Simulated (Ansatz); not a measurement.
# AlFH₃NO: up Jacob's ladder to CCSD(T)

Aim: compute AlFH₃NO with functionals from several rungs and with coupled cluster. The yardstick is the atomisation energy at the CCSD(T) limit.

Computed with Ansatz 0.2.0, Gaussian basis. Level: functionals in def2-TZVPP, the program's frozen cores in correlated methods.

Plan: LDA (SPW92), PBE-D4, revPBE-D4, BLYP-D4, r2SCAN-D4, B97M-V, PBE0-D4, B3LYP-D4, r2SCANh-D4, r2SCAN0-D4, HSE06-D4, BHLYP-D4, CAM-B3LYP-D4, LC-ωPBE, ωB97X-V, ωB97M-V, B2PLYP, PBE-QIDH; CCSD(T)/def2-SVP; CCSD(T)/def2-TZVPP; MP2/def2-QZVPP; extrapolation to the limit; RPA on PBE.

1 further run of the same task is left out (it didn't finish).

### Step 1. Structure used throughout

The geometry comes from an earlier relaxation with PBE0-D4 in a triple-zeta def2 set; it is a stationary point, not always the lowest conformer.

SMILES `[NH2][Al]([OH])[F]`, 7 atoms, charge 0, spin multiplicity 1.

Atoms are counted from 1 here; the program's logs count them from 0.

Bond lengths: N1–Al2 1.755 Å, N1–H5 1.006 Å, N1–H6 1.006 Å, Al2–O3 1.685 Å, Al2–F4 1.644 Å, O3–H7 0.954 Å. Angles: Al2–N1–H5 123.7°, Al2–N1–H6 125.7°, H5–N1–H6 110.6°, N1–Al2–O3 124.9°, N1–Al2–F4 118.1°, O3–Al2–F4 117.0°, Al2–O3–H7 124.9°.

As a file:

| atom | x (Å) | y (Å) | z (Å) |
| --- | --- | --- | --- |
| N1 | -0.5698 | 0.9268 | -0.5308 |
| Al2 | -0.1333 | -0.6300 | 0.1518 |
| O3 | 1.3684 | -1.0042 | 0.8190 |
| F4 | -1.2656 | -1.8221 | 0.1465 |
| H5 | -1.4732 | 1.1302 | -0.9251 |
| H6 | 0.0296 | 1.7323 | -0.5867 |
| H7 | 2.1052 | -0.4010 | 0.8795 |

### Step 2. LDA

This LDA is Slater exchange with PW92 correlation.

in.yaml reads:

```yaml
crystal:
  periodic: [false, false, false]
  atoms:
    - {symbol: N, position_ang: [-0.569823, 0.926761, -0.530838]}
    - {symbol: Al, position_ang: [-0.133294, -0.629950, 0.151840]}
    - {symbol: O, position_ang: [1.368415, -1.004238, 0.819044]}
    - {symbol: F, position_ang: [-1.265566, -1.822122, 0.146513]}
    - {symbol: H, position_ang: [-1.473235, 1.130153, -0.925108]}
    - {symbol: H, position_ang: [0.029554, 1.732253, -0.586694]}
    - {symbol: H, position_ang: [2.105150, -0.400958, 0.879542]}
basis:
  gaussian: {orbitals: def2-TZVPP}
hamiltonian: {xc: lda}
output: {orbitals: {seedname: orbitals}}
```

Further steps of the session: PBE-D4 (GGA); revPBE-D4 (GGA); BLYP-D4 (GGA); r2SCAN-D4 (meta-GGA); B97M-V (meta-GGA); PBE0-D4 (hybrid); B3LYP-D4 (hybrid); r2SCANh-D4 (hybrid); r2SCAN0-D4 (hybrid); HSE06-D4 (hybrid); BHLYP-D4 (hybrid); CAM-B3LYP-D4 (range-separated); LC-ωPBE-D4 (range-separated); ωB97X-V (range-separated); ωB97M-V (range-separated); B2PLYP (double hybrid); PBE-QIDH (double hybrid); CCSD(T) in def2-SVP; CCSD(T) in def2-TZVPP; MP2 in def2-QZVPP; RPA on PBE orbitals.

Q: Predict the results of all the runs planned. Wanted: atomisation energy, CCSD(T)/CBS; farthest beyond LDA; mean size of error, GGA; mean size of error, meta-GGA; mean size of error, hybrid; mean size of error, range-separated; mean size of error, double hybrid; gap, smallest and largest; T1 diagnostic.

The runs gave:

```
                               quantity                                  value
        atomisation energy, CCSD(T)/CBS                          2703.7 kJ/mol
 functionals within 13.5 kJ/mol (0.5 %)                   PBE-D4, CAM-B3LYP-D4
                    farthest beyond LDA               BHLYP-D4 (-138.0 kJ/mol)
                mean size of error, GGA                            31.9 kJ/mol
           mean size of error, meta-GGA                            28.2 kJ/mol
             mean size of error, hybrid                            75.2 kJ/mol
    mean size of error, range-separated                            18.1 kJ/mol
      mean size of error, double hybrid                            56.9 kJ/mol
              gap, smallest and largest  4.85 eV (BLYP-D4), 12.37 eV (LC-ωPBE)
                          T1 diagnostic                                 0.0115
triples share of the correlation energy                                  3.1 %
```

In words: The LDA atomisation energy is off by 355.9 kJ/mol (13 %): it overbinds. PBE-D4 is off by +8.4 kJ/mol. Double hybrids carry the basis error of their MP2 part in triple zeta, and no dispersion term here, so their miss is partly the set-up's. By mean error the best rung here is range-separated (18.1 kJ/mol) and the worst beyond LDA is hybrid (75.2 kJ/mol). The mean of the hybrids holds BHLYP, with half exact exchange. Misses under about 13.5 kJ/mol are within the doubt on the reference itself, which lacks core-valence correlation, relativity and higher excitations. Hartree-Fock recovers 69 % of the binding; the rest is correlation. CCSD(T) in def2-SVP is off by -236.2 kJ/mol, which most functionals beat. The gap grows from 4.8 to 12.4 eV across the functionals, mostly with the share of exact exchange.
